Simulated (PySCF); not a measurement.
**PdS₂: structure of the triplet**

The task is one start of a wider search on PdS₂: the triplet, built as bent. It is relaxed, tested by its Hessian and followed downhill if it is a saddle.

The runs use PySCF 2.14.0; PBE0, basis Pd def2-TZVP with ECP28, S def2-TZVP, scalar-relativistic core potentials, no spin–orbit coupling, density fitting.

### Step 1. Where the work starts

3 atoms, charge 0, spin multiplicity 3.

Bond lengths: Pd1–S2 2.110 Å, Pd1–S3 2.110 Å. Angles: S2–Pd1–S3 110.0°.

```xyz
3
charge 0 multiplicity 3
Pd    0.0000    0.0000   -0.4556
S     1.7284    0.0000    0.7546
S    -1.7284    0.0000    0.7546
```

### Step 2. Relaxation: bent start, triplet

The steps below are one call of a driver around PySCF. For each, scf.py gives the equivalent set-up of the SCF; relaxations use the driver's own optimiser. Before each start the driver seeks the lowest SCF state from one or more starting densities and follows internal instabilities, so scf.py alone need not reach the same state.

The program finds C2v symmetry in the start, which this walk keeps. The walk stops when the largest gradient is under 0.0003 Eh/bohr and the energy has settled too.

The input, scf.py:

```python
from pyscf import gto, scf, dft
mol = gto.M(atom='''
Pd     0.000000     0.000000    -0.455615
S      1.728400    -0.000000     0.754585
S     -1.728400     0.000000     0.754585''',
    basis={'Pd': 'def2-TZVP', 'S': 'def2-TZVP'},
    ecp={'Pd': 'def2-TZVP'},
    charge=0, spin=2)
mf = dft.UKS(mol, xc='PBE0')
mf.grids.atom_grid = (50, 194)
aux = {'Pd': 'def2-universal-JKFIT', 'S': 'def2-universal-JKFIT'}
mf = mf.density_fit(auxbasis=aux)
mf.kernel()
```

After this run come: Hessian and properties.

What does the calculation give? Wanted: minimum; geometry; wavenumbers; dipole moment; highest occupied, lowest empty level; polar-tensor charge of Pd1; zero-point energy; atomisation energy; ⟨S²⟩.

As calculated:

| quantity | value |
| --- | --- |
| minimum | triplet, C2v |
| geometry | Pd–S 2.124 Å (×2); S–Pd–S 99.5° |
| wavenumbers (cm⁻¹) | 97 (a1), 405 (b2), 440 (a1) |
| dipole moment | 2.15 D |
| highest occupied, lowest empty level (either spin) | -6.83, -4.67 eV |
| polar-tensor charge of Pd1 | +0.36 e |
| zero-point energy | 5.6 kJ/mol |
| entropy at 298.15 K | 309.0 J/(mol K) |
| atomisation energy (no zero-point energy) | 481 kJ/mol |
| ⟨S²⟩ | 2.012 |

In words: The molecule stays C2v, as typed, and the end point is a minimum. The strongest infrared band lies at 97 cm⁻¹ (a1, bend). Only this shape and spin were tried, so other structures or states may lie lower. Open d and f shells are described by one determinant, and the ground state may have another occupation or spin.
